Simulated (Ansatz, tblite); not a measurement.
# SiHMe2(NiPr2) (C₈H₂₁NSi): a ladder of methods and basis sets

How do method and basis change the picture of SiHMe2(NiPr2) (C₈H₂₁NSi) (singlet)?

The runs use Ansatz 0.2.0, Gaussian basis; as each input shows.

The runs, in order: GFN1-xTB, GFN2-xTB, PBE-D4/def2-TZVP, r2SCAN-D4/def2-TZVP, HF/def2-TZVP, PBE-QIDH/def2-TZVP, PBE-D4/def2-SVP, PBE0-D4/def2-SVP, HF/6-31G, B3LYP-D4/6-31G, MP2/def2-SVP, RPA/def2-SVP.

2 further runs of the same task are left out: 2 set aside as unsound or not needed.

**1. The structure**

The singlet was relaxed beforehand with r2SCAN-D4/def2-SVP.

31 atoms, charge 0, spin multiplicity 1.

Bond lengths: Si1–H2 1.497 Å, Si1–C3 1.884 Å, Si1–C7 1.884 Å, Si1–N11 1.747 Å, C3–H4 1.102 Å, C3–H5 1.103 Å, C3–H6 1.103 Å, C7–H8 1.102 Å, C7–H9 1.103 Å, C7–H10 1.103 Å, N11–C12 1.466 Å, N11–C15 1.467 Å, C12–C13 1.534 Å, C12–C14 1.534 Å, C12–H18 1.108 Å, C13–H19 1.103 Å, C13–H20 1.102 Å, C13–H21 1.101 Å and more. Angles: H2–Si1–C3 108.9°, H2–Si1–C7 108.9°, H2–Si1–N11 107.3°, C3–Si1–C7 108.7°, C3–Si1–N11 111.5°, C7–Si1–N11 111.5°, Si1–C3–H4 110.9°, Si1–C3–H5 111.2°, Si1–C3–H6 111.4°, H4–C3–H5 108.1°, H4–C3–H6 107.7°, H5–C3–H6 107.4°, Si1–C7–H8 110.9°, Si1–C7–H9 111.5°, Si1–C7–H10 111.1°, H8–C7–H9 107.7°, H8–C7–H10 108.0°, H9–C7–H10 107.4° and more.

PBE0-D4/def2-TZVP was run before; its log isn't repeated, and its numbers join the tables.

**2. GFN1-xTB**

Tight binding, by tblite at 300 K electronic temperature and without a spin-polarisation term:

```python
tblite.interface.Calculator('GFN1-xTB', numbers, positions, charge=0, uhf=0).singlepoint()
```

Energy -907.2405 eV, HOMO -10.34 eV, LUMO -3.99 eV; 0.086 s.

**3. GFN2-xTB**

Tight binding, by tblite at 300 K electronic temperature and without a spin-polarisation term:

```python
tblite.interface.Calculator('GFN2-xTB', numbers, positions, charge=0, uhf=0).singlepoint()
```

Energy -884.6785 eV, HOMO -9.19 eV, LUMO -3.77 eV; 0.056 s.

**4. PBE-D4/def2-TZVP**

start.molden holds the orbitals of an earlier run on this state, given as this run's starting guess.

in.yaml reads:

```yaml
crystal:
  periodic: [false, false, false]
  atoms:
    - {symbol: Si, position_ang: [0.773645, 1.353931, 0.564032]}
    - {symbol: H, position_ang: [0.756417, 1.378620, 2.060413]}
    - {symbol: C, position_ang: [2.562873, 1.366433, -0.026033]}
    - {symbol: H, position_ang: [3.121351, 0.513905, 0.393540]}
    - {symbol: H, position_ang: [3.076593, 2.294253, 0.277304]}
    - {symbol: H, position_ang: [2.625433, 1.299560, -1.125416]}
    - {symbol: C, position_ang: [-0.086900, 2.900939, -0.081070]}
    - {symbol: H, position_ang: [-1.121193, 2.961426, 0.294856]}
    - {symbol: H, position_ang: [-0.129476, 2.910220, -1.183379]}
    - {symbol: H, position_ang: [0.445616, 3.813653, 0.235460]}
    - {symbol: N, position_ang: [-0.056418, -0.097442, 0.058301]}
    - {symbol: C, position_ang: [-0.177930, -0.346660, -1.380874]}
    - {symbol: C, position_ang: [0.561282, -1.614397, -1.826294]}
    - {symbol: C, position_ang: [-1.634277, -0.339323, -1.861475]}
    - {symbol: C, position_ang: [-0.644094, -1.086319, 0.968764]}
    - {symbol: C, position_ang: [0.412212, -1.764648, 1.847819]}
    - {symbol: C, position_ang: [-1.782297, -0.497323, 1.809266]}
    - {symbol: H, position_ang: [0.323849, 0.503186, -1.885208]}
    - {symbol: H, position_ang: [0.114401, -2.517945, -1.378906]}
    - {symbol: H, position_ang: [0.518721, -1.734048, -2.921362]}
    - {symbol: H, position_ang: [1.618616, -1.571571, -1.520864]}
    - {symbol: H, position_ang: [-2.208391, -1.168433, -1.415096]}
    - {symbol: H, position_ang: [-2.127848, 0.604744, -1.581829]}
    - {symbol: H, position_ang: [-1.691113, -0.451880, -2.956658]}
    - {symbol: H, position_ang: [-1.088855, -1.875519, 0.335601]}
    - {symbol: H, position_ang: [0.888725, -1.033480, 2.521881]}
    - {symbol: H, position_ang: [1.200516, -2.217464, 1.226240]}
    - {symbol: H, position_ang: [-0.034817, -2.554738, 2.474121]}
    - {symbol: H, position_ang: [-2.261106, -1.270517, 2.433180]}
    - {symbol: H, position_ang: [-1.404800, 0.289525, 2.483325]}
    - {symbol: H, position_ang: [-2.550726, -0.048681, 1.160370]}
basis:
  gaussian: {orbitals: def2-TZVP, initial_orbitals: start.molden}
hamiltonian: {xc: pbe, dispersion: d4}
scf: {omitted_lower_state_checks: [starts]}
output: {orbitals: {seedname: orbitals}}
```

The run is started by

```console
$ ansatz run in.yaml --threads 4 --pin off --events-out ev --progress --plain --max-ram 6963MiB
```

The runs that follow: r2SCAN-D4/def2-TZVP; HF/def2-TZVP; PBE-QIDH/def2-TZVP; PBE-D4/def2-SVP; PBE0-D4/def2-SVP; HF/6-31G; B3LYP-D4/6-31G; MP2/def2-SVP; RPA/def2-SVP.

**Question.** What will the summary of the whole plan be? Wanted: gap in def2-TZVP, named functionals and Hartree-Fock, smallest and largest; correlation energy, MP2/def2-SVP; binding an atom, functionals in def2-TZVP; PBE0 total energy, smallest basis above largest.

**Answer**, as computed:

```
                                                                  quantity                                 value
gap in def2-TZVP, named functionals and Hartree-Fock, smallest and largest       4.72 eV (PBE-D4), 12.52 eV (HF)
                                          correlation energy, MP2/def2-SVP                             -39.14 eV
                                 binding an atom, functionals in def2-TZVP  4.03 (r2SCAN-D4) to 4.09 eV (PBE-D4)
                           PBE0 total energy, smallest basis above largest        13.52 eV (def2-SVP, def2-TZVP)
```

What this shows: Orbital gaps of the named functionals and Hartree-Fock in def2-TZVP span 4.72 eV (PBE-D4) to 12.52 eV (HF); exact exchange widens it.
